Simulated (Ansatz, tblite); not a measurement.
**Si17H24 off sphere (Si₁₇H₂₄): one state, many levels**

An exercise on one series of results from a longer session: the logs are not shown, and one member is left open.

The runs use Ansatz 0.2.0, Gaussian basis; as each input shows.

The runs, in order: GFN1-xTB, GFN2-xTB, PBE-D4/def2-TZVP, r2SCAN-D4/def2-TZVP, LDA/def2-TZVP, B3LYP-D4/def2-TZVP, BLYP-D4/def2-TZVP, PBE-D4/def2-SVP, PBE0-D4/def2-SVP, HF/STO-3G, HF/6-31G, B3LYP-D4/6-31G, MP2/def2-SVP, RPA/def2-SVP.

### The structure

The singlet was relaxed beforehand with PBE-D4/def2-SVP.

41 atoms, charge 0, spin multiplicity 1.

Bond lengths: Si1–Si9 2.358 Å, Si1–Si12 2.357 Å, Si1–H18 1.510 Å, Si1–H19 1.507 Å, Si2–Si11 2.354 Å, Si2–Si13 2.355 Å, Si2–H20 1.510 Å, Si2–H21 1.507 Å, Si3–Si10 2.354 Å, Si3–Si14 2.354 Å, Si3–Si15 2.355 Å, Si3–H22 1.512 Å, Si4–Si11 2.356 Å, Si4–Si14 2.354 Å, Si4–Si16 2.354 Å, Si4–H23 1.512 Å, Si5–Si9 2.353 Å, Si5–Si10 2.355 Å and more. Angles: Si9–Si1–Si12 111.7°, Si9–Si1–H18 109.3°, Si9–Si1–H19 109.4°, Si12–Si1–H18 108.9°, Si12–Si1–H19 109.6°, H18–Si1–H19 107.9°, Si11–Si2–Si13 109.0°, Si11–Si2–H20 108.4°, Si11–Si2–H21 111.8°, Si13–Si2–H20 108.2°, Si13–Si2–H21 111.4°, H20–Si2–H21 108.1°, Si10–Si3–Si14 109.0°, Si10–Si3–Si15 109.3°, Si10–Si3–H22 109.9°, Si14–Si3–Si15 109.7°, Si14–Si3–H22 109.5°, Si15–Si3–H22 109.4° and more.

PBE0-D4/def2-TZVP was run before; its log isn't repeated, and its numbers join the tables.

The first run:

Tight binding, by tblite at 300 K electronic temperature and without a spin-polarisation term:

```python
tblite.interface.Calculator('GFN1-xTB', numbers, positions, charge=0, uhf=0).singlepoint()
```

Tight binding, by tblite at 300 K electronic temperature and without a spin-polarisation term:

```python
tblite.interface.Calculator('GFN2-xTB', numbers, positions, charge=0, uhf=0).singlepoint()
```

start.molden holds the orbitals of an earlier run on this state, given as this run's starting guess.

in.yaml

```yaml
crystal:
  periodic: [false, false, false]
  atoms:
    - {symbol: Si, position_ang: [-1.820796, -2.807404, 2.962287]}
    - {symbol: Si, position_ang: [1.230910, -2.917958, -0.129673]}
    - {symbol: Si, position_ang: [-1.628403, 2.549927, -2.680545]}
    - {symbol: Si, position_ang: [1.104236, -0.146286, -2.706279]}
    - {symbol: Si, position_ang: [-1.591527, -0.227462, 0.006796]}
    - {symbol: Si, position_ang: [1.106940, -0.230158, 2.722481]}
    - {symbol: Si, position_ang: [1.077992, 2.543714, 0.044003]}
    - {symbol: Si, position_ang: [3.824256, -0.142102, 0.041585]}
    - {symbol: Si, position_ang: [-3.001276, -1.517421, 1.380626]}
    - {symbol: Si, position_ang: [-2.955367, 1.148704, -1.331903]}
    - {symbol: Si, position_ang: [-0.231626, -1.554559, -1.371816]}
    - {symbol: Si, position_ang: [-0.257715, -1.506267, 4.154421]}
    - {symbol: Si, position_ang: [2.470193, -1.564598, 1.345855]}
    - {symbol: Si, position_ang: [-0.258490, 1.218334, -4.056502]}
    - {symbol: Si, position_ang: [-0.285933, 3.909503, -1.303703]}
    - {symbol: Si, position_ang: [2.447269, 1.200422, -1.319123]}
    - {symbol: Si, position_ang: [-0.254850, 1.136328, 1.375871]}
    - {symbol: H, position_ang: [-2.797907, -3.414666, 3.940178]}
    - {symbol: H, position_ang: [-1.109702, -3.934512, 2.259259]}
    - {symbol: H, position_ang: [2.195231, -3.577329, -1.086456]}
    - {symbol: H, position_ang: [0.490605, -4.001845, 0.610594]}
    - {symbol: H, position_ang: [-2.511490, 3.422992, -3.542605]}
    - {symbol: H, position_ang: [2.002703, -1.002166, -3.570452]}
    - {symbol: H, position_ang: [2.014854, 0.646448, 3.556062]}
    - {symbol: H, position_ang: [1.954816, 3.391036, 0.937763]}
    - {symbol: H, position_ang: [4.754623, -0.963593, -0.817021]}
    - {symbol: H, position_ang: [4.657549, 0.735857, 0.942696]}
    - {symbol: H, position_ang: [-3.864746, -2.411742, 0.525131]}
    - {symbol: H, position_ang: [-3.907069, -0.564257, 2.121664]}
    - {symbol: H, position_ang: [-3.843723, 0.288818, -2.197470]}
    - {symbol: H, position_ang: [-3.835673, 1.980420, -0.431232]}
    - {symbol: H, position_ang: [-1.115664, -2.397074, -2.262692]}
    - {symbol: H, position_ang: [0.587372, -2.401007, 5.027247]}
    - {symbol: H, position_ang: [-1.015480, -0.557920, 5.050508]}
    - {symbol: H, position_ang: [3.344885, -2.436875, 2.216836]}
    - {symbol: H, position_ang: [-1.117914, 0.358048, -4.949935]}
    - {symbol: H, position_ang: [0.600085, 2.099273, -4.930263]}
    - {symbol: H, position_ang: [0.573342, 4.808312, -2.158609]}
    - {symbol: H, position_ang: [-1.162678, 4.778192, -0.435754]}
    - {symbol: H, position_ang: [3.297467, 2.095804, -2.191882]}
    - {symbol: H, position_ang: [-1.167301, 1.965031, 2.252085]}
basis:
  gaussian: {orbitals: def2-TZVP, fitting: {mean_field: def2-universal-jkfit}, initial_orbitals: start.molden}
hamiltonian: {xc: pbe, dispersion: d4}
scf: {omitted_lower_state_checks: [starts]}
output: {orbitals: {seedname: orbitals}}
```

Started as:

```
$ ansatz run in.yaml --threads 2 --pin off --events-out ev --progress --plain --max-ram 32768MiB --backend cuda --devices 0, --max-vram 18GiB
```

Steps of the session up to this table: PBE-D4/def2-TZVP; r2SCAN-D4/def2-TZVP; LDA/def2-TZVP; B3LYP-D4/def2-TZVP; BLYP-D4/def2-TZVP; PBE-D4/def2-SVP; PBE0-D4/def2-SVP; HF/STO-3G; HF/6-31G; B3LYP-D4/6-31G; MP2/def2-SVP; RPA/def2-SVP.

One of the session's tables, all rows but one given; the rest of the session is left out.

It belongs to the step «Binding energy». 

```
              level  binding an atom (eV)
          HF/STO-3G                 3.677
           HF/6-31G                 2.017
        HF/def2-SVP                 2.395
      LDA/def2-TZVP                 3.611
    PBE-D4/def2-SVP                 3.260
   PBE-D4/def2-TZVP                 3.257
  BLYP-D4/def2-TZVP                     ?
r2SCAN-D4/def2-TZVP                 3.275
     B3LYP-D4/6-31G                 2.976
 B3LYP-D4/def2-TZVP                 3.239
   PBE0-D4/def2-SVP                 3.257
  PBE0-D4/def2-TZVP                 3.260
       MP2/def2-SVP                 3.003
```

**Question.** Estimate the row for BLYP-D4/def2-TZVP.

**Answer.** binding an atom (eV): 3.193. In the column «binding an atom (eV)» it lies between MP2/def2-SVP (3.003) and B3LYP-D4/def2-TZVP (3.239).

Limits of these values: Free atoms were run apart at each level; binding is atoms less cluster, divided by the number of atoms, without zero-point or spin-orbit terms.
